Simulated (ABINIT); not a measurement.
Wanted: the native input for an ABINIT 10.8.3 (patched build) run.

```
Task                : band structure
Functional          : RPBE
Potentials or basis : Ansatz PAW PBE default generated set, frozen core
Cutoff              : 517 eV
k mesh              : 5 × 4 × 4
Occupations         : fermi-dirac, width 0.05 eV
Spin                : no spin polarisation
Fine-grid cutoff    : 1034.03 eV
```

Crystal: HPbNO4.

```xyz
7
Lattice="3.8571 0.0018 -0.0366 0.1735 4.3344 -0.0165 0.7580 0.8387 5.8766" Properties=species:S:1:pos:R:3 pbc="T T T"
H     2.6784    4.0493    1.1289
Pb    3.2640    2.7055    5.3570
N     3.1776    1.4531    2.9117
O     1.3252    2.6900    4.5562
O     2.9731    4.6255    2.8902
O     2.3661    4.0462    0.1903
O     3.3249    2.1006    1.8421
```

The cell was built by a generator and needn't be a form met in nature.

These files were run (other wordings do the same):

run.abi

```
# Datasets: ground state, then fixed potential
ndtset 2

# Pseudopotentials
pp_dirpath "./"
pseudos "H.GGA_PBE-ansatz.xml, Pb.GGA_PBE-ansatz.xml, N.GGA_PBE-ansatz.xml, O.GGA_PBE-ansatz.xml"

# Structure
acell 3.857243867 4.3378635907 5.9843746639 Angstrom
rprim
     0.9999549245     0.0004614694    -0.0094834554
     0.0400035631     0.9991923235    -0.0037967999
     0.1266682055     0.1401533238     0.9819939977
ntypat 4
znucl 1 82 7 8
natom 7
typat 1 2 3 4 4 4 4
xred
     0.6151100000     0.8955900000     0.1984400000
     0.6459700000     0.4465100000     0.9168500000
     0.7147400000     0.2381000000     0.5005800000
     0.1695800000     0.4700700000     0.7776800000
     0.6291900000     0.9704500000     0.4984500000
     0.5642400000     0.9258300000     0.0384900000
     0.7802200000     0.4225000000     0.3195100000
chkprim 0
chksymtnons 0
tolsym 1.0e-6

# Plane-wave basis
ecut 19.0
pawecutdg 38.0
pawxcdev 0
pawovlp -1

# Exchange and correlation
ixc 15

# Bands and occupations
occopt 3
tsmear 0.05 eV

# SCF cycle
nstep 100

# Output
iomode 3
prtwf 0
prteig 0
prtebands 0
enunit 1
prtden1 1

# Dataset 1
kptopt1 1
ngkpt1 5 4 4
nshiftk1 1
shiftk1 0.0 0.0 0.0
nband1 27
tolvrs1 1.0e-9

# Dataset 2: bands along X-G-Y
iscf2 -2
getden2 1
nband2 33
nbdbuf2 4
tolwfr2 1.0e-11
kptopt2 -2
ndivsm2 8
prteig2 1
prtvol2 -3
kptbounds2
     0.5000000000     0.0000000000     0.0000000000
     0.0000000000     0.0000000000     0.0000000000
     0.0000000000     0.5000000000     0.0000000000
```

Potentials or basis: Ansatz PAW PBE default generated set, frozen core.

The run is started by

```bash
$ mpirun --bind-to none -np 4 abinit run.abi > log 2>&1
```

It gave:

* Pressure: 2.7 GPa
* Largest force: 0.284 eV/Å
* Band gap on the k mesh: 0.26 eV, indirect (least direct gap 0.45 eV)
* Band gap along the path: 1.21 eV, indirect (least direct gap 1.46 eV)

Caveat: the atomic spheres overlap; the PAW data sets were made with another functional, which shifts forces and pressure a little; spin-orbit coupling is left out, which as a rule narrows the gap of such compounds by several tenths of an eV.

It took 68 s on 4 MPI ranks on Intel(R) Xeon(R) 6975P-C (Granite Rapids), on a shared host, peak memory 1 GiB a rank.
